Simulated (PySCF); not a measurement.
**GaH: from the state search to spectroscopic constants**

The task here is to estimate one member of a computed series from the others.

The runs use PySCF 2.14.0; Ga def2-TZVPPD, H def2-TZVPPD, no relativity.

Set-up of the first run:

A driver script around PySCF takes these settings:

```json
{
  "atoms": "Ga, H",
  "charge": "0",
  "basis": "Ga def2-TZVPPD, H def2-TZVPPD",
  "Hamiltonian": "no relativity",
  "basis functions": "71",
  "electrons treated": "32",
  "masses in u": "68.9256, 1.0078",
  "levels": "PBE0, PBE, r²SCAN, BHandHLYP, BLYP, PW91, r²SCANh, LDA, HSE06, HF, MP2, SCS-MP2, CCSD, CCSD(T)",
  "grid": "80 radial by 434 angular points",
  "occupations": "held fixed by the projection of orbital angular momentum",
  "dissociation limit": "Ga + H, each in its ground configuration",
  "starting distance in angstrom": "1.525",
  "values of 2S to try": "0, 2"
}
```

The run is started by

```bash
> OMP_NUM_THREADS=1 python dia.py task.json out
```

Among the steps run: Input; The PBE0 curve of the state that the search chose; Higher solutions at PBE0; PBE; r²SCAN; BHandHLYP (global hybrid GGA); BLYP (GGA); PW91 (GGA); r²SCANh (hybrid meta-GGA); LDA; HSE06; RHF; Correlated methods on the Hartree–Fock reference.

One table of the session follows, with a row left open; its other results are not shown here.

Energy (eV) from each level's lowest point:

| R (Å) | RHF | RHF-MP2 | RHF-SCS-MP2 | RHF-CCSD | RHF-CCSD(T) |
| --- | --- | --- | --- | --- | --- |
| 1.446 | 0.358 | 0.285 | 0.299 | n/a | n/a |
| 1.514 | 0.160 | 0.114 | 0.123 | 0.133 | 0.133 |
| 1.581 | ? | ? | ? | ? | ? |
| 1.631 | 0.009 | 0.000 | 0.000 | 0.004 | 0.004 |
| 1.682 | 0.000 | 0.003 | 0.000 | 0.000 | 0.000 |
| 1.732 | 0.016 | 0.029 | 0.023 | 0.019 | 0.019 |
| 1.800 | 0.069 | 0.092 | 0.082 | 0.073 | 0.072 |
| 1.884 | 0.172 | 0.206 | 0.191 | 0.175 | 0.172 |
| 1.985 | 0.335 | 0.377 | 0.357 | 0.332 | 0.327 |
| 2.119 | 0.591 | 0.641 | 0.614 | n/a | n/a |

**Question.** Estimate the row for R (Å) = 1.581.

Worked estimate for «RHF». A straight line through the neighbours (1.514, 0.160) and (1.631, 0.009) gives 0.160 + (0.009 − 0.160) × (1.581 − 1.514) / (1.631 − 1.514) = 0.074; a parabola fitted to 4 rows on both sides gives 0.046.

The run gave: RHF: 0.048; RHF-MP2: 0.025; RHF-SCS-MP2: 0.029; RHF-CCSD: 0.035; RHF-CCSD(T): 0.036. In «RHF» the line misses by +0.026 and the parabola by -0.002.

Limits of these values: Lowest PBE0 solution found, without spin–orbit coupling: ¹Σ⁺ (singlet), closed shell. Warnings in the runs' records: inverted.
